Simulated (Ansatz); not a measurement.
CsLiCr2Te2S3:

```xyz
9
Lattice="3.3193 1.9164 6.8798 -3.3193 1.9164 6.8798 0.0000 -3.8328 6.8798" Properties=species:S:1:pos:R:3 pbc="T T T"
Cs    0.0000    0.0000    0.0000
Li    0.0000    0.0000   10.3197
Cr    0.0000    0.0000   16.4802
Cr    0.0000    0.0000    4.1593
Te    0.0000    0.0000   14.0328
Te    0.0000    0.0000    6.6067
S    -2.4147    0.0000   10.3197
S     1.2074   -2.0912   10.3197
S     1.2074    2.0912   10.3197
```

The cell was built by a generator and needn't be a form met in nature.

Base run:

```yaml
Program: Ansatz 0.2.0
Functional: PBEsol
Potentials_or_basis: Ansatz PAW
Cutoff: "420 eV (not typed: the program's choice for these potentials)"
k_mesh: 5 × 5 × 5
Occupations: fermi-dirac, width 0.05 eV
Spin: collinear spin, ferromagnetic start
Starting_moments: "[0.0, 0.0, 3.0, 3.0, 0.0, 0.0, 0.0, 0.0, 0.0] μB"
```

Its results: band gap on the k mesh none (metal or under the smearing width); pressure -2.1 GPa; net moment 4.00 μB per cell; site moments Cs -0.01; Li +0.01; Cr +2.05; Te -0.14; S -0.06 μB; largest force 0.241 eV/Å.

Problem. After a change of settings the same cell gave: band gap on the k mesh none (metal or under the smearing width); pressure -3.9 GPa; net moment 4.00 μB per cell; site moments Cs -0.01; Li +0.01; Cr +1.95; Te -0.11; S -0.04 μB; largest force 0.482 eV/Å. Which change was it?
A. functional from PBEsol to RPBE
B. functional from PBEsol to revPBE
C. functional from PBEsol to LDA

Solution. C.

LDA binds more tightly than PBEsol, so the same cell stands under less pressure.

Caveats: spin-orbit coupling is left out, which moves the levels of the heavy elements; only a ferromagnetic start was run, and an antiferromagnetic order may lie lower in energy; the PAW data sets come from PBE, with cores solved anew for the run's functional, which leaves a small shift of forces and pressure.

Runs at the PBE level aren't shown here.
